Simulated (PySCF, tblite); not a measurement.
# CH₇NO₄Si₂: geometry, infrared bands and NMR shifts

Aim: predict the infrared bands and NMR shifts of CH₇NO₄Si₂ (`NC(=O)[SiH2]O[SiH](O)O`).

The runs use tblite 0.8.0 and PySCF 2.14.0, with density-fitted response routines of our own; the level of theory stands in each step. All values are computed, except where a source is named. Atoms count from 0, in the outputs and in this text.

## 1. The molecule as given

15 atoms, charge 0, multiplicity 1; geometry from: force field or distance geometry start.

Bonds of the start (Å): N0–C1 1.36, C1–O2 1.24, C1–Si3 1.92, Si3–O4 1.66, O4–Si5 1.65, Si5–O6 1.65, Si5–O7 1.66, N0–H8 1.02, N0–H9 1.02, Si3–H10 1.50, Si3–H11 1.48, Si5–H12 1.47, O6–H13 0.97, O7–H14 0.99.

## 2. Geometry optimisation with GFN2-xTB

The job: settings as JSON, then the geometry in Å.

```
{"job": {"kind": "relax", "xc": "GFN2-xTB", "basis": "xTB"}, "charge": 0, "multiplicity": 1}
N     -2.809300     0.135600     1.076700
C     -1.539500     0.302300     0.617400
O     -0.765300     1.133300     1.104200
Si    -0.839100    -0.801400    -0.795000
O      0.821500    -0.843100    -0.821200
Si     2.032200     0.256300    -0.638600
O      3.496900    -0.480100    -0.842500
O      1.997900     0.873000     0.899300
H     -3.135700     0.736900     1.826900
H     -3.461500    -0.556300     0.715400
H     -1.349700    -2.200600    -0.625100
H     -1.350700    -0.336400    -2.099400
H      1.881300     1.351400    -1.604400
H      3.909300    -0.763400    -0.009200
H      1.107300     1.200400     1.173700
```

The run is started by

```sh
$ OMP_NUM_THREADS=1 python probes_run.py task.json out
```

This one command runs all jobs of the session in turn.

**Question.** This job is followed by: GFN2-xTB harmonic vibrations, gas phase; GIAO PBE0/pcSseg-1 NMR shielding, non-relativistic, gas phase. What will the session give for the following? strongest single infrared mode (GFN2-xTB); zero-point energy (GFN2-xTB); ¹³C shifts against TMS (PBE0/pcSseg-1); ¹H shifts against TMS (PBE0/pcSseg-1, means over atoms taken as alike); ¹⁵N shifts against NH3 (PBE0/pcSseg-1); ¹⁷O shifts against H2O (PBE0/pcSseg-1, means over atoms taken as alike); ²⁹Si shifts against TMS (PBE0/pcSseg-1).

As calculated:

| quantity | value |
| --- | --- |
| strongest single infrared mode (GFN2-xTB) | 3202 cm⁻¹, 670 km/mol |
| zero-point energy (GFN2-xTB) | 57.9 kcal/mol |
| ¹³C shifts against TMS (PBE0/pcSseg-1) | 189.8 ppm |
| ¹H shifts against TMS (PBE0/pcSseg-1, means over atoms taken as alike) | 5.37, 5.23, 4.89, 4.26 ppm |
| ¹⁵N shifts against NH3 (PBE0/pcSseg-1) | 130.4 ppm |
| ¹⁷O shifts against H2O (PBE0/pcSseg-1, means over atoms taken as alike) | 457.5, 67.5, 63.1 ppm |
| ²⁹Si shifts against TMS (PBE0/pcSseg-1) | -56.6, -61.2 ppm |

In words: Over 88 steps the energy fell by 0.319 eV; of the close pairs, Si3–O4 changed most, 1.661 to 1.593 Å. All 39 modes are real, so the xTB geometry is a minimum. The strongest single mode, at 3202 cm⁻¹, moves mainly H14. GFN2-xTB is a fitted tight-binding method: band positions and strengths are rough. Its intensities can rank the bands wrongly. At PBE0/pcSseg-1: The largest span, 795 ppm, is at O2, where the paramagnetic term is -525 ppm.
